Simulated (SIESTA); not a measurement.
GeCN2:

```
CELL_PARAMETERS angstrom
1.79379 1.03565 4.92196
-1.79379 1.03565 4.92196
0.00000 -2.07129 4.92196
ATOMIC_POSITIONS crystal
Ge 0.00000 0.00000 0.00000
N 0.58390 0.58390 0.58390
N 0.41610 0.41610 0.41610
C 0.50000 0.50000 0.50000
```

The cell comes from a database or a generator and needn't be the stable form of this composition.

| Quantity | Value |
| --- | --- |
| Program | SIESTA 5.4.2 |
| Task | single point |
| Functional | PBE |
| Potentials or basis | PseudoDojo 0.4 standard (PBE files) |
| Basis | DZP (energy shift 0.003 Ry; two zetas on semicore shells) |
| Grid cutoff | 800 Ry |
| Energy shift | 0.003 Ry |
| k mesh | 9 × 9 × 9 |
| Occupations | fermi-dirac, width 0.05 eV |
| Spin | no spin polarisation |

On this cell: pressure 4.5 GPa; largest force 1.739 eV/Å; band gap on the k mesh 1.16 eV, indirect (least direct gap 2.01 eV).

The same run follows on a disturbed copy (atoms moved at random, drawn with an rms of 0.05 Å):

```
Ge N C
1.0
     1.79379    1.03565    4.92196
    -1.79379    1.03565    4.92196
     0.00000   -2.07129    4.92196
Ge N C
1 2 1
Cartesian
  0.0111 0.0345 0.0193
  -0.0263 -0.0110 8.5986
  0.0123 -0.0697 6.2020
  -0.0371 0.0340 7.3699
```

Q: What changes?

A: The energy moves by +96.8 meV/atom; pressure 12.6 GPa; largest force 8.157 eV/Å; band gap on the k mesh 1.25 eV, indirect (least direct gap 2.03 eV).

Forces on the atoms (eV/Å):
```
Ge   0.025 -0.025 -0.503
N   -0.120  0.287  3.590
N    0.097 -0.097 -8.156
C   -0.001 -0.166  5.068
```

Stress tensor (GPa, compression positive):
```
-0.84  0.13 -1.27
 0.13  0.00  2.55
-1.27  2.55 38.52
```

Caveats: an odd mesh through Γ misses points on the zone boundary, where band edges often lie; the basis of atomic orbitals isn't converged, which shifts pressures, moduli and gaps; forces of over 1 eV/Å show positions far from the minimum, so gaps and moduli don't describe the material at rest (some runs).
